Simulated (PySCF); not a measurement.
# C5H5F3O2: the cost of one run

Computed with PySCF 2.14.0 and routines of our own; the level stands in each step. Atoms count from 0.

## Step 1: The starting structure

15 atoms, charge 0, multiplicity 1; geometry from: GFN2-xTB.

## Step 2: Magnetic properties: GIAO B97-2/pcSseg-1

Job settings and geometry (Å):

```
{"job": {"kind": "mag", "xc": "B97-2", "basis": "pcSseg-1", "isotopologues": 0}, "charge": 0, "multiplicity": 1}
O      3.045767     0.616203    -0.061639
C      1.845360     0.103099    -0.517056
C      0.700055    -0.044578     0.447874
C     -0.371112     0.021167    -0.591425
O     -1.662739     0.477590    -0.196560
C     -2.437521    -0.438993     0.346264
F     -3.628141     0.079106     0.615823
F     -2.643946    -1.511982    -0.441258
F     -1.961759    -0.944188     1.501349
C      0.697836     1.056043    -0.570804
H      3.591082    -0.095378     0.291877
H      1.951810    -0.639374    -1.311394
H      0.650188    -0.072404     1.514217
H     -0.429587    -0.718325    -1.387765
H      0.648293     2.120004    -0.529996
```

Method: GIAO B97-2/pcSseg-1 magnetisability, rotational g tensor and spin-rotation constants, non-relativistic, gas phase.

The run is started by

```
> OMP_NUM_THREADS=1 python excited_run.py task.json out
```

One launch serves the whole session: the jobs run in the order shown.

**Question.** How long does this first job take on 1 thread of Arm Neoverse V1, shared host, and how much memory does it need?

About 36 s, with a peak of 0.86 GiB.
